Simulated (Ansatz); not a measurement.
# CBrCl₂F: a ladder of functionals and wavefunction methods

An exercise on one series of results from a longer session: the logs are not shown, and one member is left open.

Method: functionals in def2-TZVPP, the program's frozen cores in correlated methods; program: Ansatz 0.2.0, Gaussian basis.

Levels to be run: LDA (SPW92), PBE-D4, revPBE-D4, BLYP-D4, r2SCAN-D4, B97M-V, PBE0-D4, B3LYP-D4, r2SCANh-D4, r2SCAN0-D4, HSE06-D4, BHLYP-D4, CAM-B3LYP-D4, LC-ωPBE, ωB97X-V, ωB97M-V, B2PLYP, PBE-QIDH; CCSD(T)/def2-SVP; CCSD(T)/def2-TZVPP; MP2/def2-QZVPP; extrapolation to the limit; RPA on PBE.

## The geometry

An earlier PBE0-D4 in a triple-zeta def2 set relaxation fixed the geometry.

5 atoms, charge 0, spin multiplicity 1.

Atoms are counted from 1 here; the program's logs count them from 0.

Bond lengths: F1–C2 1.332 Å, C2–Cl3 1.756 Å, C2–Cl4 1.756 Å, C2–Br5 1.940 Å. Angles: F1–C2–Cl3 108.7°, F1–C2–Cl4 108.7°, F1–C2–Br5 108.1°, Cl3–C2–Cl4 110.6°, Cl3–C2–Br5 110.4°, Cl4–C2–Br5 110.4°.

The first run:

Input file in.yaml:

```yaml
crystal:
  periodic: [false, false, false]
  atoms:
    - {symbol: F, position_ang: [-0.145404, 0.065958, 1.392106]}
    - {symbol: C, position_ang: [-0.007155, -0.045431, 0.072060]}
    - {symbol: Cl, position_ang: [1.255584, -1.218650, -0.263898]}
    - {symbol: Cl, position_ang: [-1.537262, -0.570760, -0.611047]}
    - {symbol: Br, position_ang: [0.484038, 1.695184, -0.630621]}
basis:
  gaussian: {orbitals: def2-TZVPP}
hamiltonian: {xc: lda}
output: {orbitals: {seedname: orbitals}}
```

Steps of the session up to this table: LDA; PBE-D4 (GGA); revPBE-D4 (GGA); BLYP-D4 (GGA); r2SCAN-D4 (meta-GGA); B97M-V (meta-GGA); PBE0-D4 (hybrid); B3LYP-D4 (hybrid); r2SCANh-D4 (hybrid); r2SCAN0-D4 (hybrid); HSE06-D4 (hybrid); BHLYP-D4 (hybrid); CAM-B3LYP-D4 (range-separated); LC-ωPBE-D4 (range-separated; the results give it without D4); ωB97X-V (range-separated); ωB97M-V (range-separated); B2PLYP (double hybrid); PBE-QIDH (double hybrid).

One of the session's tables, all rows but one given; the rest of the session is left out.

It belongs to the step «Orbital energies across the functionals». 

```
  functional  HOMO (eV)  LUMO (eV)  gap (eV)
 LDA (SPW92)          ?          ?         ?
      PBE-D4      -7.30      -2.65      4.65
   revPBE-D4      -7.24      -2.56      4.68
     BLYP-D4      -7.13      -2.55      4.58
   r2SCAN-D4      -7.66      -2.58      5.09
      B97M-V      -7.77      -2.44      5.32
     PBE0-D4      -8.68      -1.66      7.02
    B3LYP-D4      -8.40      -1.93      6.48
  r2SCANh-D4      -8.16      -2.20      5.96
  r2SCAN0-D4      -8.91      -1.63      7.28
    HSE06-D4      -8.28      -2.05      6.23
    BHLYP-D4      -9.90      -0.57      9.32
CAM-B3LYP-D4     -10.04      -0.50      9.54
     LC-ωPBE     -11.48       0.78     12.26
     ωB97X-V     -11.09       0.63     11.72
     ωB97M-V     -10.92       0.53     11.45
```

Estimate the missing values for LDA (SPW92).

As computed: HOMO (eV): -7.46; LUMO (eV): -2.86; gap (eV): 4.60. In the column «HOMO (eV)» it lies between r2SCAN-D4 (-7.66) and PBE-D4 (-7.30).
